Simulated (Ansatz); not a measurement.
**CH3ClFNOSi: one species, many methods**

Aim: compute CH3ClFNOSi with functionals from several rungs and with coupled cluster, and see how far each lands from CCSD(T) at the basis-set limit for the atomisation energy.

Computed with Ansatz 0.2.0, Gaussian basis. Level: functionals in def2-TZVPP, the program's frozen cores in correlated methods.

The runs, in order: PBE-D4, r2SCAN-D4, PBE0-D4, B3LYP-D4, ωB97X-V, ωB97M-V, B2PLYP; CCSD(T)/def2-TZVPP; MP2/def2-QZVPP; extrapolation to the limit.

## 1. The relaxed structure

An earlier PBE0-D4 in a triple-zeta def2 set relaxation fixed the geometry.

SMILES `NC(=O)[SiH](F)Cl`, 9 atoms, charge 0, spin multiplicity 1.

Atoms are counted from 1 here; the program's logs count them from 0.

Bond lengths: N1–C2 1.349 Å, N1–H7 1.005 Å, N1–H8 1.009 Å, C2–O3 1.217 Å, C2–Si4 1.903 Å, Si4–F5 1.598 Å, Si4–Cl6 2.031 Å, Si4–H9 1.472 Å. Angles: C2–N1–H7 121.3°, C2–N1–H8 119.4°, H7–N1–H8 119.3°, N1–C2–O3 124.2°, N1–C2–Si4 119.2°, O3–C2–Si4 116.6°, C2–Si4–F5 109.2°, C2–Si4–Cl6 109.0°, C2–Si4–H9 111.2°, F5–Si4–Cl6 108.3°, F5–Si4–H9 109.3°, Cl6–Si4–H9 109.7°.

Coordinates:

```
N    -0.2352   -1.4652    0.5522
C     0.3096   -0.2395    0.6944
O     0.9164    0.1284    1.6832
Si    0.1404    1.0212   -0.7212
F    -0.4070    0.2768   -2.0251
Cl   -1.2063    2.4437   -0.1843
H    -0.7128   -1.7300   -0.2911
H    -0.1509   -2.1342    1.3023
H     1.4342    1.6526   -1.0276
```

## 2. PBE-D4 (GGA)

Contents of in.yaml:

```yaml
crystal:
  periodic: [false, false, false]
  atoms:
    - {symbol: N, position_ang: [-0.235155, -1.465225, 0.552220]}
    - {symbol: C, position_ang: [0.309565, -0.239511, 0.694361]}
    - {symbol: O, position_ang: [0.916412, 0.128374, 1.683189]}
    - {symbol: Si, position_ang: [0.140418, 1.021213, -0.721218]}
    - {symbol: F, position_ang: [-0.407028, 0.276789, -2.025096]}
    - {symbol: Cl, position_ang: [-1.206286, 2.443710, -0.184294]}
    - {symbol: H, position_ang: [-0.712829, -1.730002, -0.291145]}
    - {symbol: H, position_ang: [-0.150871, -2.134221, 1.302349]}
    - {symbol: H, position_ang: [1.434173, 1.652572, -1.027568]}
basis:
  gaussian: {orbitals: def2-TZVPP}
hamiltonian: {xc: pbe, dispersion: d4}
output: {forces: true, orbitals: {seedname: orbitals}}
```

Command:

```
ansatz run in.yaml --threads 4 --pin off --events-out ev --progress --plain --max-ram 10444MiB
```

After this run come: r2SCAN-D4 (meta-GGA); PBE0-D4 (hybrid); B3LYP-D4 (hybrid); ωB97X-V (range-separated); ωB97M-V (range-separated); B2PLYP (double hybrid); CCSD(T) in def2-TZVPP; MP2 in def2-QZVPP.

Before running them: what should the planned runs give, taken together? Wanted: atomisation energy, CCSD(T)/CBS; farthest; mean size of error, hybrid; mean size of error, range-separated; gap, smallest and largest; T1 diagnostic; triples share of the correlation energy.

As calculated:

```
                               quantity                                 value
        atomisation energy, CCSD(T)/CBS                        850.7 kcal/mol
functionals within 4.3 kcal/mol (0.5 %)          r2SCAN-D4, PBE0-D4, B3LYP-D4
                               farthest               PBE-D4 (+28.9 kcal/mol)
             mean size of error, hybrid                          1.1 kcal/mol
    mean size of error, range-separated                          4.7 kcal/mol
              gap, smallest and largest  4.15 eV (PBE-D4), 11.34 eV (ωB97X-V)
                          T1 diagnostic                                0.0145
triples share of the correlation energy                                 3.9 %
```

In words: PBE-D4 is off by +28.9 kcal/mol. Double hybrids carry the basis error of their MP2 part in triple zeta, and no dispersion term here, so their miss is partly the set-up's. Misses under about 4.3 kcal/mol are within the doubt on the reference itself, which lacks core-valence correlation, relativity and higher excitations. Hartree-Fock recovers 68 % of the binding; the rest is correlation. The gap grows from 4.1 to 11.3 eV across the functionals, mostly with the share of exact exchange.
